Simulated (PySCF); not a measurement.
# B4N4H16: NMR shifts at several levels of theory, part 2 of 2

PySCF 2.14.0. Atoms count from 0. Earlier steps stand in the parts before.

**5. Shielding tensors: wB97X-D/pcSseg-1**

Job settings and geometry (Å):

```
{"job": {"kind": "nmr", "xc": "wB97X-D", "basis": "pcSseg-1", "pop": false}, "charge": 0, "multiplicity": 1}
B     -2.533153     0.003698    -1.007419
N     -2.112591     0.139598     0.542906
B     -0.567963     0.102419     0.852005
N     -0.027435    -1.245194     0.282946
B      1.541195    -1.400987     0.108303
N      2.049694    -0.147981    -0.702334
B      1.654279     1.266269    -0.129397
N      0.078745     1.276752     0.054661
H     -2.112574    -1.079855    -1.424047
H     -3.752318     0.053360    -1.084782
H     -2.015896     0.937823    -1.627544
H     -2.514372     1.002144     0.913506
H     -2.585269    -0.594573     1.072362
H     -0.335068     0.201027     2.043431
H     -0.304374    -2.001439     0.909483
H     -0.533938    -1.429390    -0.594293
H      1.767622    -2.427024    -0.521020
H      2.059363    -1.388413     1.211691
H      1.798461    -0.225418    -1.689956
H      3.069125    -0.190389    -0.694160
H      1.963721     2.143085    -0.926636
H      2.175386     1.403467     0.964022
H     -0.130042     2.153760     0.532512
H     -0.413909     1.341101    -0.846919
```

Level: GIAO wB97X-D/pcSseg-1 NMR shielding, non-relativistic, gas phase.

The log of the run:

```text
coarse grid: 18512 points
cycle   1  E = -328.0089916880  dE =  9.945e-01  |g| = 4.430e-01  |ddm| = 3.892e+00
cycle   2  E = -328.0649393216  dE = -5.595e-02  |g| = 2.413e-01  |ddm| = 7.307e-01
cycle   3  E = -328.0769316625  dE = -1.199e-02  |g| = 7.314e-02  |ddm| = 2.234e-01
cycle   4  E = -328.0781081271  dE = -1.176e-03  |g| = 2.307e-02  |ddm| = 7.044e-02
cycle   5  E = -328.0782348901  dE = -1.268e-04  |g| = 3.100e-03  |ddm| = 2.191e-02
cycle   6  E = -328.0782387491  dE = -3.859e-06  |g| = 7.411e-04  |ddm| = 6.662e-03
final grid: 174752 points
cycle   7  E = -328.1043342062  dE = -2.516e-04  |g| = 1.165e-02  |ddm| = 4.336e-02
cycle   8  E = -328.1043389672  dE = -4.761e-06  |g| = 1.130e-02  |ddm| = 1.372e-02
cycle   9  E = -328.1043630182  dE = -2.405e-05  |g| = 5.768e-04  |ddm| = 6.018e-03
cycle  10  E = -328.1043631330  dE = -1.148e-07  |g| = 3.040e-04  |ddm| = 1.233e-03
cycle  11  E = -328.1043631597  dE = -2.667e-08  |g| = 3.318e-05  |ddm| = 4.237e-04
cycle  12  E = -328.1043631604  dE = -6.910e-10  |g| = 1.274e-05  |ddm| = 1.175e-04
converged SCF energy = -328.1043631604

GIAO shielding tensors (ppm)
atom      isotropic    diamagn.    paramagn.     s11        s22        s33       span
  0 B      132.300     189.528     -57.228    122.542    125.209    149.148     26.606
  1 N      219.976     318.673     -98.697    194.840    219.583    245.505     50.665
  2 B      113.765     187.624     -73.859    109.825    113.188    118.282      8.457
  3 N      221.402     323.108    -101.706    203.794    214.254    246.158     42.365
  4 B      118.058     185.375     -67.318    111.241    117.294    125.638     14.397
  5 N      222.409     317.040     -94.631    205.900    209.459    251.866     45.966
  6 B      118.041     185.374     -67.333    111.243    117.290    125.589     14.346
  7 N      221.423     323.064    -101.641    204.213    214.085    245.971     41.758
  8 H       29.758      31.241      -1.483     25.975     28.774     34.524      8.549
  9 H       29.425      28.957       0.468     25.997     28.013     34.264      8.268
 10 H       29.769      31.269      -1.500     26.002     28.775     34.528      8.526
 11 H       30.189      30.665      -0.476     24.329     26.139     40.099     15.771
 12 H       30.166      30.632      -0.466     24.290     26.096     40.112     15.821
 13 H       28.628      31.804      -3.176     25.953     27.726     32.207      6.254
 14 H       30.323      32.230      -1.907     23.420     26.682     40.867     17.447
 15 H       27.192      33.614      -6.422     18.937     25.101     37.538     18.601
 16 H       28.758      28.939      -0.181     24.719     28.556     32.999      8.280
 17 H       28.841      29.862      -1.021     25.353     28.400     32.769      7.416
 18 H       29.738      31.325      -1.587     25.025     25.605     38.584     13.560
 19 H       29.830      27.377       2.452     23.783     24.705     41.001     17.218
 20 H       28.761      28.930      -0.170     24.720     28.556     33.006      8.285
 21 H       28.838      29.862      -1.023     25.360     28.394     32.762      7.403
 22 H       30.322      32.224      -1.902     23.420     26.676     40.869     17.449
 23 H       27.264      33.658      -6.393     19.094     25.207     37.491     18.397
```

Run time: 2 min. Hardware: 8 threads of AMD EPYC (Zen 3), shared host.

This run: δ B2 -12.2, B4 -16.4, B0 -30.7, N1 44.0, H15 4.15, H13 2.75 ppm (means over like atoms).

**6. Shielding tensors: KT2/pcSseg-1**

The job, as its differences from that of step 5:

```diff
@@ -1,2 +1,2 @@
-{"job": {"kind": "nmr", "xc": "wB97X-D", "basis": "pcSseg-1", "pop": false}, "charge": 0, "multiplicity": 1}
+{"job": {"kind": "nmr", "xc": "KT2", "basis": "pcSseg-1", "pop": false}, "charge": 0, "multiplicity": 1}
 B     -2.533153     0.003698    -1.007419
```

Method: GIAO KT2/pcSseg-1 NMR shielding, non-relativistic, gas phase.

The log of the run:

```text
coarse grid: 18512 points
cycle   1  E = -333.6653874837  dE =  4.462e-01  |g| = 6.545e-01  |ddm| = 4.021e+00
cycle   2  E = -333.5750591565  dE =  9.033e-02  |g| = 9.157e-01  |ddm| = 1.698e+00
cycle   3  E = -333.7957530795  dE = -2.207e-01  |g| = 1.382e-01  |ddm| = 1.065e+00
cycle   4  E = -333.8004585812  dE = -4.706e-03  |g| = 3.766e-02  |ddm| = 1.927e-01
cycle   5  E = -333.8008316591  dE = -3.731e-04  |g| = 5.740e-03  |ddm| = 4.047e-02
cycle   6  E = -333.8008394736  dE = -7.814e-06  |g| = 2.362e-03  |ddm| = 9.031e-03
final grid: 174752 points
cycle   7  E = -333.7307161825  dE = -4.624e-04  |g| = 1.350e-02  |ddm| = 7.914e-02
cycle   8  E = -333.7306656682  dE =  5.051e-05  |g| = 2.008e-02  |ddm| = 2.884e-02
cycle   9  E = -333.7307569909  dE = -9.132e-05  |g| = 2.477e-03  |ddm| = 1.876e-02
cycle  10  E = -333.7307585310  dE = -1.540e-06  |g| = 4.539e-04  |ddm| = 3.230e-03
cycle  11  E = -333.7307585893  dE = -5.835e-08  |g| = 1.299e-04  |ddm| = 6.528e-04
cycle  12  E = -333.7307585931  dE = -3.769e-09  |g| = 4.507e-05  |ddm| = 1.461e-04
cycle  13  E = -333.7307585936  dE = -4.443e-10  |g| = 1.322e-05  |ddm| = 4.981e-05
converged SCF energy = -333.7307585936

GIAO shielding tensors (ppm)
atom      isotropic    diamagn.    paramagn.     s11        s22        s33       span
  0 B      131.818     193.828     -62.010    122.810    124.197    148.446     25.636
  1 N      213.181     317.614    -104.433    189.546    214.079    235.918     46.372
  2 B      111.848     193.231     -81.382    108.381    111.339    115.825      7.445
  3 N      214.150     321.791    -107.641    197.145    206.036    239.270     42.124
  4 B      115.306     190.386     -75.081    108.608    114.279    123.030     14.422
  5 N      214.150     316.368    -102.219    196.916    204.700    240.833     43.917
  6 B      115.285     190.392     -75.107    108.604    114.286    122.965     14.362
  7 N      214.195     321.742    -107.547    197.633    205.866    239.086     41.453
  8 H       29.439      31.490      -2.051     25.729     28.337     34.250      8.520
  9 H       29.105      28.654       0.451     25.867     27.818     33.630      7.763
 10 H       29.450      31.524      -2.074     25.757     28.339     34.254      8.497
 11 H       29.851      31.012      -1.161     24.179     26.135     39.239     15.061
 12 H       29.827      30.979      -1.152     24.133     26.097     39.252     15.119
 13 H       28.299      31.942      -3.643     25.731     27.516     31.651      5.920
 14 H       30.133      32.632      -2.499     23.579     26.711     40.109     16.531
 15 H       26.791      33.763      -6.972     18.708     24.886     36.778     18.070
 16 H       28.344      28.925      -0.581     24.460     28.281     32.291      7.831
 17 H       28.471      30.055      -1.584     25.074     28.194     32.146      7.072
 18 H       29.335      31.450      -2.115     24.711     25.606     37.687     12.976
 19 H       29.555      27.805       1.750     23.978     24.729     39.956     15.978
 20 H       28.345      28.913      -0.568     24.459     28.280     32.297      7.838
 21 H       28.470      30.058      -1.588     25.081     28.189     32.140      7.059
 22 H       30.130      32.624      -2.494     23.577     26.702     40.111     16.534
 23 H       26.862      33.794      -6.933     18.861     24.995     36.728     17.867
```

Wall time 1.7 min (8 threads of AMD EPYC (Zen 3), shared host).

Key values: δ B2 -12.0, B4 -15.4, B0 -31.9, N1 51.1, H15 4.35, H13 2.88 ppm (means over like atoms).

**7. Nuclear shieldings: HF/pcSseg-1**

The job, as its differences from that of step 6:

```diff
@@ -1,2 +1,2 @@
-{"job": {"kind": "nmr", "xc": "KT2", "basis": "pcSseg-1", "pop": false}, "charge": 0, "multiplicity": 1}
+{"job": {"kind": "nmr", "xc": "HF", "basis": "pcSseg-1", "pop": false}, "charge": 0, "multiplicity": 1}
 B     -2.533153     0.003698    -1.007419
```

Level: GIAO HF/pcSseg-1 NMR shielding, non-relativistic, gas phase.

The log of the run:

```text
final grid: 174752 points
cycle   1  E = -325.8480569361  dE =  1.497e+00  |g| = 5.474e-01  |ddm| = 3.831e+00
cycle   2  E = -325.9555299100  dE = -1.075e-01  |g| = 1.615e-01  |ddm| = 7.565e-01
cycle   3  E = -325.9630434791  dE = -7.514e-03  |g| = 6.927e-02  |ddm| = 1.849e-01
cycle   4  E = -325.9642197770  dE = -1.176e-03  |g| = 1.083e-02  |ddm| = 6.292e-02
cycle   5  E = -325.9642617154  dE = -4.194e-05  |g| = 2.854e-03  |ddm| = 1.492e-02
cycle   6  E = -325.9642651832  dE = -3.468e-06  |g| = 6.417e-04  |ddm| = 5.197e-03
cycle   7  E = -325.9642654139  dE = -2.306e-07  |g| = 1.451e-04  |ddm| = 1.350e-03
cycle   8  E = -325.9642654266  dE = -1.277e-08  |g| = 3.941e-05  |ddm| = 3.356e-04
cycle   9  E = -325.9642654273  dE = -6.673e-10  |g| = 1.326e-05  |ddm| = 7.150e-05
converged SCF energy = -325.9642654273

GIAO shielding tensors (ppm)
atom      isotropic    diamagn.    paramagn.     s11        s22        s33       span
  0 B      137.562     183.957     -46.395    128.163    131.617    152.907     24.744
  1 N      229.692     321.285     -91.592    203.359    228.084    257.634     54.274
  2 B      122.695     180.811     -58.116    119.326    122.005    126.755      7.428
  3 N      231.921     325.876     -93.954    214.429    223.284    258.052     43.623
  4 B      126.215     179.017     -52.802    120.180    125.634    132.831     12.652
  5 N      232.048     319.372     -87.324    215.085    217.911    263.149     48.065
  6 B      126.200     179.023     -52.824    120.180    125.631    132.788     12.608
  7 N      231.924     325.835     -93.911    214.832    223.101    257.838     43.005
  8 H       30.192      30.788      -0.597     26.219     29.479     34.877      8.659
  9 H       29.822      29.452       0.370     26.157     28.265     35.045      8.888
 10 H       30.202      30.808      -0.606     26.245     29.481     34.880      8.635
 11 H       30.524      30.701      -0.176     24.362     26.004     41.207     16.845
 12 H       30.502      30.666      -0.165     24.331     25.954     41.220     16.889
 13 H       29.115      31.241      -2.126     26.188     27.986     33.171      6.983
 14 H       30.584      32.105      -1.522     23.200     26.497     42.054     18.855
 15 H       27.620      33.293      -5.672     19.183     25.241     38.437     19.254
 16 H       29.256      28.843       0.413     25.011     28.776     33.980      8.970
 17 H       29.303      29.441      -0.138     25.731     28.613     33.566      7.835
 18 H       30.096      31.407      -1.311     25.247     25.456     39.584     14.337
 19 H       30.102      27.386       2.716     23.598     24.493     42.215     18.617
 20 H       29.257      28.837       0.421     25.012     28.774     33.987      8.975
 21 H       29.302      29.441      -0.139     25.739     28.608     33.559      7.820
 22 H       30.583      32.104      -1.521     23.201     26.492     42.056     18.855
 23 H       27.695      33.355      -5.659     19.341     25.346     38.400     19.059
```

It took 36 s on 8 threads of AMD EPYC (Zen 3), shared host.

In short: δ B2 -7.4, B4 -10.9, B0 -22.3, N1 36.0, H15 4.03, H13 2.57 ppm (means over like atoms).

**8. Comparing the runs: NMR shifts**

Shifts (ppm) of some atoms, chosen among heavy atoms and hydrogens apart, means over like atoms, with basis size and wall time:

```tsv
run	H16	H17	B4	B0	N1	N3	N5	functions	time
PBE0/pcSseg-1	2.69	2.59	-16.5	-31.4	47.0	45.4	44.8	216	1.9 min
PBE/pcSseg-1	2.79	2.66	-17.9	-34.1	54.4	52.7	52.5	216	2 min
wB97X-D/pcSseg-1	2.62	2.54	-16.4	-30.7	44.0	42.6	41.6	216	2 min
KT2/pcSseg-1	2.83	2.71	-15.4	-31.9	51.1	50.1	50.2	216	1.7 min
HF/pcSseg-1	2.43	2.38	-10.9	-22.3	36.0	33.8	33.7	216	36 s
```

**9. Outcome**

What follows sums up all 2 parts.

| quantity | value |
| --- | --- |
| point group | Cs |
| rotational constants (main isotopes) | 3.03, 1.37, 1.17 GHz |
| ¹H shifts against TMS (PBE0/pcSseg-1, means over atoms taken as alike) | 4.19, 2.79, 2.69, 2.59, 1.76, 1.73, 1.59, 1.28, 1.06 ppm |
| ¹¹B shifts against BF3·OEt2 (PBE0/pcSseg-1, means over atoms taken as alike) | -12.5, -16.5, -31.4 ppm |
| ¹⁵N shifts against NH3 (PBE0/pcSseg-1, means over atoms taken as alike) | 47.0, 45.4, 44.8 ppm |
| range of the shift of N3 | 33.8 to 52.7 ppm |

What this shows: Single values in the summary come from the first run of each kind that ended normally (PBE0/pcSseg-1), which need not be the best level. Over 7 steps the energy fell by 0.157 eV; of the close pairs, B4–H17 changed most, 1.185 to 1.219 Å. No frequency check was run at this level, so the end point may be a saddle. At PBE0/pcSseg-1: The widest tensor belongs to N1: span 49 ppm, with a paramagnetic part of -99 ppm. In ppm, N3 (with its like atoms) moves most: its shift spreads over 18.9 ppm, from 33.8 (HF/pcSseg-1) to 52.7 (PBE/pcSseg-1).
